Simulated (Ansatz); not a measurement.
# GeH7NSSi: the cost of one run

Program: Ansatz 0.2.0. Level of theory: RHF/def2-SVP. These are calculated values, not measurements.

## (1) The structure to begin with

Bond lengths: N1–Si2 1.747 Å, Si2–S3 2.116 Å, S3–Ge4 2.187 Å, N1–H5 1.048 Å, N1–H6 1.103 Å, Si2–H7 1.445 Å, Si2–H8 1.469 Å, Ge4–H9 1.506 Å, Ge4–H10 1.527 Å, Ge4–H11 1.638 Å. Angles (14 of 16 angles, heavy atoms first): N1–Si2–S3 108.1°, Si2–S3–Ge4 94.7°, N1–Si2–H7 111.1°, N1–Si2–H8 108.3°, S3–Si2–H7 108.7°, S3–Si2–H8 108.7°, Si2–N1–H5 108.8°, Si2–N1–H6 107.6°, S3–Ge4–H9 110.7°, S3–Ge4–H10 113.1°, S3–Ge4–H11 107.4°, H7–Si2–H8 111.8°, H5–N1–H6 100.9°, H9–Ge4–H10 111.9°.

Coordinates:

```xyz
11

N    -0.2061    2.3655   -0.9456
Si   -0.3136    0.6726   -0.5272
S     1.2776    0.2209    0.7929
Ge    0.7863   -1.9047    0.9441
H    -0.4041    2.9378   -0.0907
H    -1.0827    2.6108   -1.5678
H    -1.5634    0.3786    0.1368
H    -0.1475   -0.1174   -1.7543
H     0.7572   -2.5434   -0.4191
H     1.6961   -2.6627    1.9084
H    -0.7344   -2.0151    1.5430
```

## (2) Relaxing end A

Input file input.yaml:

```yaml
crystal:
  periodic: [false, false, false]
  atoms:
    - { symbol: "N", position_ang: [-0.2061, 2.3655, -0.9456] }
    - { symbol: Si, position_ang: [-0.3136, 0.6726, -0.5272] }
    - { symbol: S, position_ang: [1.2776, 0.2209, 0.7929] }
    - { symbol: Ge, position_ang: [0.7863, -1.9047, 0.9441] }
    - { symbol: H, position_ang: [-0.4041, 2.9378, -0.0907] }
    - { symbol: H, position_ang: [-1.0827, 2.6108, -1.5678] }
    - { symbol: H, position_ang: [-1.5634, 0.3786, 0.1368] }
    - { symbol: H, position_ang: [-0.1475, -0.1174, -1.7543] }
    - { symbol: H, position_ang: [0.7572, -2.5434, -0.4191] }
    - { symbol: H, position_ang: [1.6961, -2.6627, 1.9084] }
    - { symbol: H, position_ang: [-0.7344, -2.0151, 1.543] }
basis:
  gaussian: { orbitals: def2-SVP }
hamiltonian:
  xc: hf
relax:
  f_tol: 0.015
  max_steps: 40
```

The run is started by

```
ansatz run input.yaml --threads 2 --pin off --max-ram 3072MiB --backend cpu --events-out ev --progress --plain --runs-dir out
```

**Question.** How long does this run take on 2 threads of Intel Xeon Platinum 8259CL at 2.50GHz (Skylake/Cascade Lake), shared host, and how much memory does it need?

About 82 s, with a peak of 0.31 GiB.
